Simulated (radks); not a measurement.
# The Coulomb parameter U of the 3d shell of V²⁺

The task here is to estimate one member of a computed series from the others.

Method: Dirac Kohn-Sham, PBE, spin-unpolarised, spherical densities, finite nucleus; open shells are shared between the two j in proportion to 2j + 1. Code: radks (a radial shooting solver on a logarithmic mesh, Libxc functionals) version 1.

## Starting point

```
element            : vanadium (Z = 23)
charge             : +2
electrons          : 21
configuration      : [Ar] 3d2 4s1
nuclear rms radius : 3.6002 fm
```

The outer shells:

V²⁺
```
[Ar] core
3d [↑ ][↑ ][  ][  ][  ]
4s [↑ ]
```

Set-up of the first run:

Settings of this run:

```text
Z 23
configuration [Ar] 3d2 4s1
relativity Dirac
functional pbe,pbe
spin unpolarised
j_filling average
nucleus finite rms 3.6002 fm
c 137.035999084
```

Steps of the session up to this table: Start: [Ar] 3d2 4s1.

One of the session's tables, all rows but one given; the rest of the session is left out.

It belongs to the step «Start: [Ar] 3d2 4s1». Sizes of the orbitals, from the radial functions (bohr):

```
level     <r>  outermost maximum (interpolated)  90 % within  nodes
2p1/2  0.2722                             0.207        0.448      0
2p3/2  0.2750                             0.209        0.452      0
3s1/2  0.9387                             0.816         1.40      2
3p1/2  0.9924                             0.835         1.52      1
3p3/2   1.000                             0.842         1.53      1
3d3/2   1.215                             0.857         2.04      0
3d5/2   1.218                             0.859         2.05      0
4s1/2       ?                                 ?            ?      ?
```

**Question.** Estimate the row for 4s1/2.

The run gave: <r>: 2.687; outermost maximum (interpolated): 2.38; 90 % within: 3.92; nodes: 3. In the column «<r>» it is the highest.
